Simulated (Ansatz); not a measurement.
Below is the output of a Python script on the Ansatz DFT code, driven from Python that makes harmonic frequencies at the relaxed geometry of Cl3Ga, SMILES [Cl][Ga]([Cl])[Cl]. Write a script that gives it. Level of theory (for the species named): PBE0, def2-SVP basis, multiplicity 1.

```xyz
4

Cl    0.9204    0.1723    2.0580
Ga    0.0903    0.1829   -0.1116
Cl   -0.0753   -2.1067   -0.6187
Cl   -0.8799    1.6911   -1.3480
```

```console
$ python cl3ga.py
step   1  E = -89912.109869 eV  largest force component 2.3739 eV/A
step   2  E = -89912.872453 eV  largest force component 0.6324 eV/A
step   3  E = -89912.908238 eV  largest force component 0.0844 eV/A
step   4  E = -89912.908792 eV  largest force component 0.0066 eV/A
step   5  E = -89912.908803 eV  largest force component 0.0001 eV/A
pair        before    after (A)
Cl0-Ga1      2.3230   2.1216
Ga1-Cl2      2.3509   2.1216
Ga1-Cl3      2.1782   2.1216
final angle Cl0-Ga1-Cl2: 120.01 deg
final angle Cl0-Ga1-Cl3: 119.99 deg
final angle Cl2-Ga1-Cl3: 120.00 deg
mode  1     125.0 1/cm    15.50 meV
mode  2     125.1 1/cm    15.51 meV
mode  3     138.1 1/cm    17.12 meV
mode  4     376.6 1/cm    46.69 meV
mode  5     474.5 1/cm    58.83 meV
mode  6     474.5 1/cm    58.83 meV
imaginary modes: 0  zero-point energy: 0.1062 eV
T (K)   F_vib (eV)   S_vib (meV/K)   C_vib (meV/K)
 100.0      0.1018        0.1365          0.2152
 200.0      0.0779        0.3349          0.3597
 300.0      0.0361        0.4959          0.4304
 400.0     -0.0202        0.6249          0.4640
 500.0     -0.0881        0.7305          0.4817
```

The script that was run (others could print the same):

Script `cl3ga.py`:
```python
"""Vibrations and zero-point energy of Cl3Ga."""

import itertools
import warnings

import ansatz as az
from ase.data import atomic_numbers, covalent_radii
import numpy as np

warnings.simplefilter("ignore", az.DeckWarning)

geometry = (
    az.Crystal.molecule()
    .atom("Cl", (0.9204, 0.1723, 2.058))
    .atom("Ga", (0.0903, 0.1829, -0.1116))
    .atom("Cl", (-0.0753, -2.1067, -0.6187))
    .atom("Cl", (-0.8799, 1.6911, -1.348))
)

calc = (
    geometry.calculation()
    .basis(gaussian="def2-SVP")
    .functional("PBE0")
)
symbols = [site.symbol for site in geometry.cartesian_sites]
start = np.array([site.position_ang for site in geometry.cartesian_sites], dtype=float)
def progress(event):
    if event["event"] == "relax_step":
        row = event["data"]
        print(f"step {row['step']:3d}  E = {row['lagrangian_ev']:.6f} eV  largest force component {row['allowed_force_max_ev_ang']:.4f} eV/A")


rep = calc.relax(force_tolerance=0.003).session().plan().execute(on_event=progress).report
end = np.array(rep["positions_ang"])

# pairs closer than 1.2 times the sum of covalent radii, before or after
radius = [covalent_radii[atomic_numbers[s]] for s in symbols]
span = lambda where, i, j: np.linalg.norm(where[i] - where[j])
bonded = [(i, j) for i, j in itertools.combinations(range(len(symbols)), 2) if min(span(start, i, j), span(end, i, j)) < 1.2 * (radius[i] + radius[j])]
print("pair        before    after (A)")
for i, j in bonded:
    print(f"{symbols[i]}{i}-{symbols[j]}{j}".ljust(10), f"{span(start, i, j):8.4f} {span(end, i, j):8.4f}")
for first, second in list(itertools.combinations(bonded, 2)):
    shared = set(first) & set(second)
    if shared and symbols[(j := shared.pop())] != "H":
        i, k = sorted((set(first) | set(second)) - {j})
        u, v = end[i] - end[j], end[k] - end[j]
        angle = np.degrees(np.arccos(np.clip(u @ v / np.linalg.norm(u) / np.linalg.norm(v), -1, 1)))
        print(f"final angle {symbols[i]}{i}-{symbols[j]}{j}-{symbols[k]}{k}: {angle:.2f} deg")

# frequencies need a stationary point, so they are taken at the relaxed geometry
minimum = az.Crystal.molecule()
for symbol, place in zip(symbols, end):
    minimum = minimum.atom(symbol, place.tolist())
vibrating = (
    minimum.calculation()
    .basis(gaussian="def2-SVP")
    .functional("PBE0")
    .phonons(temperatures=(100, 500, 100))
)
vib = vibrating.run(threads=1, pin="off").report["vibrations"]
sums = vib["harmonic_sums"]
modes = [m["omega_inv_cm"] for m in sums["modes_at_gamma"] if m["rigid_motion"] == "no"]
for number, w in enumerate(modes, start=1):
    print(f"mode {number:2d} {w:9.1f} 1/cm {w / 8065.544 * 1000:8.2f} meV")
print("imaginary modes:", sum(w < 0 for w in modes), " zero-point energy:", round(sums["zero_point_energy_ev"], 4), "eV")
print("T (K)   F_vib (eV)   S_vib (meV/K)   C_vib (meV/K)")
for row in zip(sums["temperatures_k"], sums["vibrational_free_energy_ev"], vib["entropy_ev_per_k"], vib["heat_capacity_ev_per_k"]):
    print(f"{row[0]:6.1f} {row[1]:11.4f} {1000 * row[2]:13.4f} {1000 * row[3]:15.4f}")
```

Reading the output:
- Total energies depend on the basis set; only differences at equal settings carry meaning.
- The frequencies are harmonic and unscaled, in a modest basis.
- Hardware and time: 24 s on 1 thread of AMD EPYC 9B45 (Zen 5) (shared host), peak memory 0.29 GiB.
